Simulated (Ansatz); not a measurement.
# GeH2O2 (SMILES [OH][Ge][OH]): PBE/def2-SVPD

What is the electronic atomisation energy of GeH2O2 at PBE/def2-SVPD? 

Program for the calculation: Ansatz 0.2.0.

51 further runs of the same task are left out: 51 set aside as unsound or not needed.

## (1) The structure to begin with

The species is GeH2O2 (5 atoms), meant as a singlet with charge 0. SMILES: `[OH][Ge][OH]`. The coordinates come from a PBE0-D4/def2-TZVP relaxation. This is one conformer, not always the lowest.

Bond lengths: O1–Ge2 1.790 Å, Ge2–O3 1.790 Å, O1–H4 0.961 Å, O3–H5 0.961 Å. Angles: O1–Ge2–O3 102.4°, Ge2–O1–H4 118.8°, Ge2–O3–H5 118.8°.

## (2) A single-point energy at PBE/def2-SVPD

Input file in.yaml:

```yaml
crystal:
  periodic: [false, false, false]
  atoms:
    - symbol: O
      position_ang: [-1.341000, -0.099500, -0.377400]
    - symbol: Ge
      position_ang: [-0.316400, -0.895800, 0.855300]
    - symbol: O
      position_ang: [1.281900, -0.142300, 0.570200]
    - symbol: H
      position_ang: [-0.940900, 0.550800, -0.961500]
    - symbol: H
      position_ang: [1.366400, 0.513200, -0.127900]
basis:
  gaussian: {orbitals: def2-SVPD}
magnetization: {spin_polarized: false, initial_magnetization: 0}
hamiltonian: {xc: {name: PBE}}
accuracy: high
output: {orbitals: {seedname: orbitals}}
```

On the command line:

```sh
$ ansatz run in.yaml --threads 1 --pin off --max-ram 3480MiB --events-out events.jsonl --progress --plain --runs-dir runs
```

Log:

```text
Warning: RAYON_NUM_THREADS=1 ignored (pool sized by the plan → 1); use --threads N
Functional definition: PBE
  name "PBE"
  parameter kappa = 0.804
  parameter beta = 0.06672455060314922
  exchange = pbe_x(kappa = kappa, mu = beta*pi^2/3)
  correlation = pbe_c(beta = beta)
1915 factors; integrals over basis functions are off by at most 4.2e-9 eV
mean field evaluation 1: about -60610.1478 eV, gradient 8.7e1 eV
mean field evaluation 2: about -60515.7526 eV, gradient 2.2e2 eV
mean field evaluation 4: about -60623.4686 eV, gradient 7.2e0 eV
mean field evaluation 8: about -60623.6446 eV, gradient 1.0e-1 eV
mean field evaluation 16: about -60623.6446 eV, gradient 1.8e-5 eV
mean field -60623.64456903 eV, -2227.8778457296 hartree, gradient 1.0e-7 eV, S^2 0.000000; 0 other end points of the search recorded, 0 dependent functions left out
reference -60623.64457223 eV, -2227.8778458473 hartree; 25, 25 occupied and 75, 75 virtual orbitals, 1915 factors
Total energy: -60623.64457223 eV, -2227.8778458473 hartree
```

It took 3 s on 1 thread of Intel Xeon 6975P-C (Granite Rapids), shared host; peak memory 0.26 GiB.

## (3) The Ge atom

Input file molecule.yaml:

```yaml
crystal:
  periodic: [false, false, false]
  atoms:
    - symbol: Ge
      position_ang: [0.000000, 0.000000, 0.000000]
basis:
  gaussian:
    orbitals: def2-SVPD
magnetization:
  spin_polarized: true
  initial_magnetization: 2
hamiltonian:
  xc: pbe
accuracy: high
```

Run the same way, it converges to -2076.34158 Eh (log not shown).

## (4) The H atom

Input file job.yaml:

```yaml
crystal:
  periodic: [false, false, false]
  atoms:
    - {symbol: H, position_ang: [0.000000, 0.000000, 0.000000]}
basis:
  gaussian:
    orbitals: def2-SVPD
magnetization:
  spin_polarized: true
  initial_magnetization: 1
hamiltonian:
  xc: {name: PBE}
accuracy: high
```

On the command line:

```sh
$ ansatz run job.yaml --threads 1 --pin off --max-ram 3480MiB --events-out events.jsonl --progress --plain --runs-dir runs
```

Log, cut to the lines that bear on the results:

```text
Warning: RAYON_NUM_THREADS=1 ignored (pool sized by the plan → 1); use --threads N
[... 6 set-up lines as earlier in the session ...]
33 factors; integrals over basis functions are off by at most 4.9e-10 eV
mean field evaluation 1: about -13.5664 eV, gradient 4.0e-1 eV
mean field evaluation 2: about -13.5684 eV, gradient 4.7e-2 eV
mean field evaluation 4: about -13.5684 eV, gradient 8.0e-5 eV
mean field evaluation 8: about -13.5684 eV, gradient 7.1e-8 eV
mean field -13.56839668 eV, -0.4986293811 hartree, gradient 7.1e-8 eV, S^2 0.750000; 0 other end points of the search recorded, 0 dependent functions left out
reference -13.56839849 eV, -0.4986294476 hartree; 1, 0 occupied and 7, 8 virtual orbitals, 33 factors
Total energy: -13.56839849 eV, -0.4986294476 hartree
```

Run time: 0.08 s. Hardware: 1 thread of Intel Xeon 6975P-C (Granite Rapids), shared host.

## (5) The O atom

Input file in.yaml:

```yaml
crystal:
  periodic: [false, false, false]
  atoms:
    - {symbol: O, position_ang: [0.000000, 0.000000, 0.000000]}
basis:
  gaussian:
    orbitals: def2-SVPD
magnetization:
  spin_polarized: true
  initial_magnetization: 2
hamiltonian:
  xc: {name: PBE}
accuracy: high
```

Run the same way, it converges to -74.92421 Eh (log not shown).

## (6) Summary of results

At PBE/def2-SVPD:

| quantity | value |
| --- | --- |
| molecule: total energy | -2227.87785 Eh |
| molecule: HOMO energy | -6.92 eV |
| molecule: LUMO energy | -2.44 eV |
| molecule: HOMO–LUMO gap | 4.48 eV |
| Ge atom: total energy | -2076.34158 Eh |
| Ge atom: ⟨S²⟩ | 2.002 |
| H atom: total energy | -0.49863 Eh |
| H atom: ⟨S²⟩ | 0.750 |
| O atom: total energy | -74.92421 Eh |
| O atom: ⟨S²⟩ | 2.003 |
| electronic atomisation energy | 18.791 eV |

Taking the molecule apart into free atoms costs 18.79 eV (433 kcal/mol), before zero-point energy and without spin-orbit coupling.
